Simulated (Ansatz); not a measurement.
# C2H8O2S2Sn: up Jacob's ladder to CCSD(T)

An exercise on one series of results from a longer session: the logs are not shown, and one member is left open.

Computed with Ansatz 0.2.0, Gaussian basis. Level: functionals in def2-TZVPP, the program's frozen cores in correlated methods.

Levels to be run: LDA (SPW92), PBE-D4, revPBE-D4, BLYP-D4, r2SCAN-D4, B97M-V, PBE0-D4, B3LYP-D4, r2SCANh-D4, r2SCAN0-D4, HSE06-D4, BHLYP-D4, CAM-B3LYP-D4, LC-ωPBE, ωB97X-V, ωB97M-V, B2PLYP, PBE-QIDH; CCSD(T)/def2-SVP; CCSD(T)/def2-TZVPP; MP2/def2-QZVPP; extrapolation to the limit; RPA on PBE.

### The geometry

An earlier PBE0-D4 in a triple-zeta def2 set relaxation fixed the geometry. Sn takes the def2 core potential; no spin-orbit term is included.

15 atoms, charge 0, spin multiplicity 1.

Atoms are counted from 1 here; the program's logs count them from 0.

Bond lengths: C1–O2 1.411 Å, C1–H8 1.093 Å, C1–H9 1.097 Å, C1–H10 1.097 Å, O2–Sn3 1.957 Å, Sn3–S4 2.377 Å, Sn3–S5 2.375 Å, Sn3–O6 1.951 Å, S4–H11 1.346 Å, S5–H12 1.345 Å, O6–C7 1.411 Å, C7–H13 1.097 Å, C7–H14 1.097 Å, C7–H15 1.093 Å. Angles: O2–C1–H8 107.8°, O2–C1–H9 112.1°, O2–C1–H10 112.3°, H8–C1–H9 108.2°, H8–C1–H10 108.0°, H9–C1–H10 108.2°, C1–O2–Sn3 119.8°, O2–Sn3–S4 101.4°, O2–Sn3–S5 113.9°, O2–Sn3–O6 108.4°, S4–Sn3–S5 117.1°, S4–Sn3–O6 114.2°, S5–Sn3–O6 102.1°, Sn3–S4–H11 89.5°, Sn3–S5–H12 91.7°, Sn3–O6–C7 119.7°, O6–C7–H13 112.2°, O6–C7–H14 112.3° and more.

The first run:

The input, in.yaml:

```yaml
crystal:
  periodic: [false, false, false]
  atoms:
    - {symbol: C, position_ang: [-1.277892, 1.793940, 0.417932]}
    - {symbol: O, position_ang: [-1.318135, 0.384453, 0.468122]}
    - {symbol: Sn, position_ang: [-0.202099, -0.665796, -0.749335]}
    - {symbol: S, position_ang: [-0.783782, -2.883848, -0.121463]}
    - {symbol: S, position_ang: [-0.466299, -0.084639, -3.036494]}
    - {symbol: O, position_ang: [1.665963, -0.207650, -0.424282]}
    - {symbol: C, position_ang: [2.227431, -0.427858, 0.851014]}
    - {symbol: H, position_ang: [-2.023785, 2.175367, 1.120278]}
    - {symbol: H, position_ang: [-0.297982, 2.189880, 0.711118]}
    - {symbol: H, position_ang: [-1.520140, 2.182274, -0.579079]}
    - {symbol: H, position_ang: [-1.546766, -2.391093, 0.872176]}
    - {symbol: H, position_ang: [-1.676571, -0.668559, -3.085514]}
    - {symbol: H, position_ang: [1.766686, 0.203672, 1.620619]}
    - {symbol: H, position_ang: [2.141911, -1.474281, 1.169155]}
    - {symbol: H, position_ang: [3.289760, -0.176661, 0.795052]}
basis:
  gaussian: {orbitals: def2-TZVPP}
hamiltonian: {xc: lda}
output: {orbitals: {seedname: orbitals}}
```

Among the steps run: LDA; PBE-D4 (GGA); revPBE-D4 (GGA); BLYP-D4 (GGA); r2SCAN-D4 (meta-GGA); B97M-V (meta-GGA); PBE0-D4 (hybrid); B3LYP-D4 (hybrid); r2SCANh-D4 (hybrid); r2SCAN0-D4 (hybrid); HSE06-D4 (hybrid); BHLYP-D4 (hybrid); CAM-B3LYP-D4 (range-separated); LC-ωPBE (range-separated); ωB97X-V (range-separated); ωB97M-V (range-separated); B2PLYP (double hybrid); PBE-QIDH (double hybrid).

One table of the session follows, with a row left open; its other results are not shown here.

It belongs to the step «Orbital energies across the functionals». 

| functional | HOMO (eV) | LUMO (eV) | gap (eV) |
| --- | --- | --- | --- |
| LDA (SPW92) | -6.52 | -2.86 | 3.66 |
| PBE-D4 | -6.37 | -2.57 | 3.81 |
| revPBE-D4 | -6.32 | -2.46 | 3.86 |
| BLYP-D4 | -6.26 | -2.49 | 3.77 |
| r2SCAN-D4 | -6.72 | -2.37 | 4.35 |
| B97M-V | -6.84 | -2.28 | 4.55 |
| PBE0-D4 | -7.81 | -1.66 | 6.15 |
| B3LYP-D4 | -7.54 | -1.94 | 5.60 |
| r2SCANh-D4 | -7.27 | -2.04 | 5.23 |
| r2SCAN0-D4 | -8.01 | -1.54 | 6.47 |
| HSE06-D4 | -7.41 | -2.03 | 5.38 |
| BHLYP-D4 | ? | ? | ? |
| CAM-B3LYP-D4 | -9.14 | -0.65 | 8.49 |
| LC-ωPBE | -10.57 | 0.57 | 11.14 |
| ωB97X-V | -10.20 | 0.45 | 10.65 |
| ωB97M-V | -10.03 | 0.30 | 10.33 |

**Question.** Estimate the row for BHLYP-D4.

Worked estimate for «HOMO (eV)». Against the share of exact exchange, BLYP-D4 (0, -6.26), B3LYP-D4 (0.2, -7.54) give a slope of -6.40 per unit share; at 0.5 the line stands at -9.46.

**Answer.** HOMO (eV): -8.93; LUMO (eV): -0.67; gap (eV): 8.26. In «HOMO (eV)» the line misses by -0.53.
